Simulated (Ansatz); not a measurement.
**Si2H5O2 radical: a ladder of functionals and wavefunction methods**

One table from this session's results is given with a row withheld; the runs are named, their logs left out.

Method: functionals in def2-TZVPP, the program's frozen cores in correlated methods; program: Ansatz 0.2.0, Gaussian basis.

The runs, in order: PBE-D4, r2SCAN-D4, PBE0-D4, B3LYP-D4, ωB97X-V, ωB97M-V, B2PLYP; CCSD(T)/def2-TZVPP; MP2/def2-QZVPP; extrapolation to the limit.

### The relaxed structure

All runs share one geometry, relaxed beforehand with PBE0-D4 in a triple-zeta def2 set.

SMILES `O[SiH](O)[SiH2]`, 9 atoms, charge 0, spin multiplicity 2.

Atoms are counted from 1 here; the program's logs count them from 0.

Bond lengths: O1–Si2 1.645 Å, O1–H5 0.958 Å, Si2–O3 1.645 Å, Si2–Si4 2.318 Å, Si2–H6 1.496 Å, O3–H7 0.958 Å, Si4–H8 1.488 Å, Si4–H9 1.488 Å. Angles: Si2–O1–H5 118.0°, O1–Si2–O3 114.2°, O1–Si2–Si4 105.4°, O1–Si2–H6 107.8°, O3–Si2–Si4 105.4°, O3–Si2–H6 107.7°, Si4–Si2–H6 116.6°, Si2–O3–H7 118.0°, Si2–Si4–H8 114.9°, Si2–Si4–H9 114.9°, H8–Si4–H9 110.1°.

Set-up of the first run:

Input file in.yaml:

```yaml
crystal:
  periodic: [false, false, false]
  atoms:
    - {symbol: O, position_ang: [0.149747, 1.692532, -0.612826]}
    - {symbol: Si, position_ang: [0.049433, 0.331010, 0.304684]}
    - {symbol: O, position_ang: [1.444963, -0.062600, 1.081775]}
    - {symbol: Si, position_ang: [-0.327719, -1.394523, -1.195998]}
    - {symbol: H, position_ang: [-0.044707, 2.532557, -0.194998]}
    - {symbol: H, position_ang: [-1.002399, 0.556925, 1.343658]}
    - {symbol: H, position_ang: [1.591408, 0.302497, 1.955380]}
    - {symbol: H, position_ang: [-0.358046, -2.754346, -0.593025]}
    - {symbol: H, position_ang: [-1.502670, -1.204043, -2.088651]}
basis:
  gaussian: {orbitals: def2-TZVPP}
magnetization: {spin_polarized: true, initial_magnetization: 1}
hamiltonian: {xc: pbe, dispersion: d4}
output: {forces: true, orbitals: {seedname: orbitals}}
```

The run is started by

```bash
$ ansatz run in.yaml --threads 2 --pin off --events-out ev --progress --plain --max-ram 32768MiB --backend cpu
```

Steps of the session up to this table: PBE-D4 (GGA); r2SCAN-D4 (meta-GGA); PBE0-D4 (hybrid); B3LYP-D4 (hybrid); ωB97X-V (range-separated); ωB97M-V (range-separated); B2PLYP (double hybrid); CCSD(T) in def2-TZVPP; MP2 in def2-QZVPP.

One of the session's tables, all rows but one given; the rest of the session is left out.

```
            method  atomisation energy (kJ/mol)
            PBE-D4                       3030.7
         r2SCAN-D4                       3029.3
           PBE0-D4                       2977.3
          B3LYP-D4                       3004.9
           ωB97X-V                       3029.4
           ωB97M-V                       3016.2
            B2PLYP                       2974.1
     HF/def2-TZVPP                       2167.2
    MP2/def2-TZVPP                       2982.1
   CCSD/def2-TZVPP                            ?
CCSD(T)/def2-TZVPP                       2935.4
           MP2/CBS                       3078.5
       CCSD(T)/CBS                       3031.8
```

Q: Estimate the row for CCSD/def2-TZVPP from the others.

**Answer.** atomisation energy (kJ/mol): 2895.0. In the column «atomisation energy (kJ/mol)» it lies between HF/def2-TZVPP (2167.2) and CCSD(T)/def2-TZVPP (2935.4).
